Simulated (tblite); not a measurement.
# C3H10FGeN: the cost of one run

Programs: tblite 0.8.0 and PySCF 2.14.0, with density-fitted response routines of our own. Each step states its level of theory. These are calculated values for one molecule, in the gas phase or a continuum, unless marked as measured. Atoms are numbered from 0 throughout.

## (1) The molecule as given

16 atoms, charge 0, multiplicity 1; geometry from: force field or distance geometry start.

Bonds of the start (Å): C0–N1 1.44, N1–C2 1.46, N1–Ge3 1.84, Ge3–C4 1.93, C4–F5 1.37, C0–H6 1.13, C0–H7 1.11, C0–H8 1.11, C2–H9 1.11, C2–H10 1.09, C2–H11 1.13, Ge3–H12 1.53, Ge3–H13 1.57, C4–H14 1.11, C4–H15 1.12.

## (2) Optimising the geometry with GFN2-xTB

Job settings and geometry (Å):

```
{"job": {"kind": "relax", "xc": "GFN2-xTB", "basis": "xTB"}, "charge": 0, "multiplicity": 1}
C     -0.831600     1.392700     0.182400
N     -0.899600     0.117600    -0.472600
C     -1.766600    -0.819700     0.234000
Ge     0.736700    -0.630200    -0.865200
C      2.192200    -0.030200     0.257300
F      2.071500     1.271300     0.666900
H     -1.901500     1.747000     0.262000
H     -0.466700     1.357600     1.232300
H     -0.324500     2.176000    -0.420100
H     -2.224200    -0.256800     1.071700
H     -1.186300    -1.690600     0.552000
H     -2.553400    -1.135700    -0.511500
H      1.104000    -0.443900    -2.334100
H      0.602700    -2.179400    -0.648700
H      2.313600    -0.713200     1.121400
H      3.126300    -0.153500    -0.339300
```

Started as:

```sh
OMP_NUM_THREADS=1 python probes_run.py task.json out
```

One launch serves the whole session: the jobs run in the order shown.

Q: Estimate the wall time and peak memory of this first job on 1 thread of Arm Neoverse N1, shared host.

About 1.4 s, with a peak of 0.18 GiB.
